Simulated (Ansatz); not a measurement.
Write a Python script for Ansatz 0.2.0 through its Python package that makes a short molecular-dynamics run of Rh, space group Fm-3m. Level of theory: PBE, PAW, cutoff 420 eV, 2×2×2 k-points, cold smearing of 0.1 eV.

```
Rh
1.0
     0.00000    1.89785    1.89785
     1.89785    0.00000    1.89785
     1.89785    1.89785    0.00000
Rh
1
Cartesian
  0.0000 0.0000 0.0000
```

The script, `md_rh.py`:
```python
"""Short molecular dynamics of Rh."""

import ansatz as az
from ase import Atoms
import numpy as np


def main() -> None:
    atoms = Atoms(
        ["Rh"],
        scaled_positions=[
            [0.0, 0.0, 0.0],
        ],
        cell=[
            [0.0, 1.89785, 1.89785],
            [1.89785, 0.0, 1.89785],
            [1.89785, 1.89785, 0.0],
        ],
        pbc=True,
    )
    structure = az.Crystal.from_ase(atoms)

    # a coarse mesh keeps each step cheap
    base = (
        structure.supercell(2, 2, 2).calculation()
        .basis(420)
        .kpoints(2)
        .occupations("Marzari-Vanderbilt", width=0.1)  # fractional filling near the Fermi level
        .pseudopotentials("paw")
        .md("nvt_langevin", timestep=2.0, steps=10, temperature=800, friction=0.005, initial_velocities="maxwell_boltzmann", seed=859)
    )
    steps = []


    def collect(event):
        if event["event"] == "md_step":
            steps.append(event["data"])


    outcome = base.session().plan().execute(on_event=collect)
    report = outcome.report

    for s in steps[::1]:
        print("%3d %7.1f fs  total %.4f eV  T %6.1f K" % (s["step"], s["time_fs"], s["lagrangian_ev"] + s["e_kin_ev"], s["temperature_k"]))

    temperature = np.array([s["temperature_k"] for s in steps])
    print(f"mean temperature of the second half {temperature[len(steps) // 2 :].mean():.1f} K")

    print("last positions (A) and velocities (A/fs)")
    for site, xyz, vel in zip(outcome.lattice.sites, steps[-1]["positions_ang"], steps[-1]["velocities_ang_fs"]):
        print(f"{site.symbol:2s}", " ".join(f"{v:8.4f}" for v in xyz), " ", " ".join(f"{v:9.5f}" for v in vel))

    with open("trajectory.xyz", "w") as handle:
        for s in steps[::5]:
            handle.write(f"{len(s['positions_ang'])}\nt = {s['time_fs']} fs\n")
            for site, xyz in zip(outcome.lattice.sites, s["positions_ang"]):
                handle.write("{} {:.4f} {:.4f} {:.4f}\n".format(site.symbol, *xyz))


if __name__ == "__main__":
    main()
```

`python md_rh.py` gives:
```text
DeckWarning: md: disabling space-group detection — thermal motion breaks the input geometry's symmetry, so no spatial operation reduces the k-mesh or symmetrises the density; time reversal is kept, so that k and −k are solved as one point where they differ and the mesh holds both, and exact exchange and, on two spinor [...]
RunWarning: the Fermi level jumped to and fro: from 22.786673 eV (stationary_minimum) to 22.494277 eV (rising_crossing) at iteration 3, and from 22.493998 eV (rising_crossing) to 22.786343 eV (stationary_minimum) at iteration 5. From the next iteration the Fermi level is placed where the electron count rises through [...]
  0     0.0 fs  total -51225.8520 eV  T  700.0 K
  1     2.0 fs  total -51225.8880 eV  T  658.4 K
  2     4.0 fs  total -51225.9360 eV  T  592.9 K
  3     6.0 fs  total -51225.9146 eV  T  583.9 K
  4     8.0 fs  total -51225.9591 eV  T  501.6 K
  5    10.0 fs  total -51225.9665 eV  T  448.5 K
  6    12.0 fs  total -51225.9189 eV  T  442.5 K
  7    14.0 fs  total -51225.9442 eV  T  362.6 K
  8    16.0 fs  total -51225.9275 eV  T  322.5 K
  9    18.0 fs  total -51225.9473 eV  T  241.5 K
 10    20.0 fs  total -51225.9280 eV  T  208.4 K
mean temperature of the second half 337.7 K
last positions (A) and velocities (A/fs)
Rh   0.0340   0.0091   0.0275     0.00009   0.00044   0.00077
Rh   1.8053   1.9430  -0.0001    -0.00212   0.00081  -0.00004
Rh   1.8748  -0.0189   1.8220    -0.00071  -0.00168  -0.00378
Rh   3.7627   1.8430   1.9380    -0.00111  -0.00123   0.00191
Rh   0.0299   1.8879   1.9162     0.00099   0.00032   0.00099
Rh   1.9148   3.7755   1.8876    -0.00020  -0.00048  -0.00098
Rh   1.9252   1.8968   3.7781     0.00097  -0.00024   0.00010
Rh   3.8495   3.8175   3.8298     0.00187   0.00074   0.00144
```
(Warnings from the package without file and line, shortened.)

File `trajectory.xyz` afterwards:
```text
8
t = 0.0 fs
Rh 0.0000 0.0000 0.0000
Rh 1.8979 1.8979 0.0000
Rh 1.8979 0.0000 1.8979
Rh 3.7957 1.8979 1.8979
Rh 0.0000 1.8979 1.8979
Rh 1.8979 3.7957 1.8979
Rh 1.8979 1.8979 3.7957
Rh 3.7957 3.7957 3.7957
8
t = 10.0 fs
Rh 0.0243 0.0094 0.0158
Rh 1.8414 1.9278 0.0028
Rh 1.8830 -0.0040 1.8627
Rh 3.7765 1.8646 1.9173
Rh 0.0170 1.8898 1.9096
Rh 1.9131 3.7836 1.8940
Rh 1.9109 1.8966 3.7870
Rh 3.8294 3.8106 3.8102
8
t = 20.0 fs
Rh 0.0340 0.0091 0.0275
Rh 1.8053 1.9430 -0.0001
Rh 1.8748 -0.0189 1.8220
Rh 3.7627 1.8430 1.9380
Rh 0.0299 1.8879 1.9162
Rh 1.9148 3.7755 1.8876
Rh 1.9252 1.8968 3.7781
Rh 3.8495 3.8175 3.8298
```

What to keep in mind:
- Absolute energies stand on the zero of these potentials, so only differences at equal settings mean something. A total without «per atom» is that of the whole cell that was run.
- No spin polarisation was allowed.
- For a metal this mesh is far too coarse, so the numbers only illustrate the procedure.
- Of the deposited cell: the entry's cell lengths or inner coordinates differ somewhat from later room-temperature determinations.
- No functional is typed, so the default, PBE, holds.
- A small cell, a coarse mesh and a very short run: it shows the set-up and gives no equilibrium averages.
- The whole script took 37 s on 1 thread of Arm Neoverse V1, with other jobs on the host, peak memory 0.49 GiB.
